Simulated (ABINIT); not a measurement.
Runs of ABINIT 10.8.3 (patched build) on NbTe. The structure is hexagonal, space group P-6m2 (No. 187). The conventional cell has a = 3.703 Å, b = 3.703 Å, c = 3.694 Å, α = 90.00°, β = 90.00°, γ = 120.00°. Te (site symmetry -6m2) has 6 Nb at 2.83 Å as nearest neighbours. Nb (site symmetry -6m2) is surrounded by 6 Te at 2.83 Å. The cell comes from a database or a generator and needn't be the stable form of this composition.

```tsv
task	level	potentials or basis	cell	cutoff (eV)	cutoff smearing ecutsm (Ha)	optimiser	force threshold (eV/Å)	dispersion computed by	fine-grid cutoff	gap on the mesh (eV)	pressure (GPa)	relaxed volume (Å³/atom)
relaxation of cell and atoms	PBE+D4	JTH PAW PBE v2.0	relaxed	435	0.5	LBFGS	0.05	dftd4 4.3.1	870.764 eV	none	0.0	(b)
relaxation of cell and atoms	PBE+D3	JTH PAW PBE v2.0	relaxed	435	0.5	LBFGS	0.05	simple-dftd3 1.7.0	870.764 eV	none	0.0	21.28
band structure	PBE	SG15 NC PBE v1.2	as given	1116	-	-	-	-	-	none	-0.3	-
relaxation of cell and atoms	PBEsol	JTH PAW PBE v2.0	relaxed	435	0.5	-	-	-	870.764 eV	none	0.0	21.14
relaxation of cell and atoms	PBE+D3(BJ)	JTH PAW PBE v2.0	relaxed	435	0.5	LBFGS	0.05	simple-dftd3 1.7.0	870.764 eV	none	-0.1	(a)
relaxation of cell and atoms	LDA	JTH PAW LDA v2.0	relaxed	435	0.5	-	-	-	870.764 eV	none	0.0	20.75
single point	PBEsol	PseudoDojo NC SR PBEsol v0.4.1 standard	as given	1116	-	-	-	-	-	none	-4.9	-
```

Alike in all rows: no spin polarisation; k mesh 8 × 8 × 7; smearing fermi-dirac 0.05 eV.

**Question.** Fill in the values left out.

**Answer.** (a) 21.09; (b) 21.33.

Caveats: pairwise dispersion overbinds metals, which lowers pressure and volume (some runs); the PAW data sets were made with another functional, which shifts forces and pressure a little (some runs).

A k mesh can miss the band edges, and the runs leave out spin-orbit coupling on Nb, Te.

A gap of «none» marks a metal or a gap under the smearing width.

Not every run made on this cell is shown here.
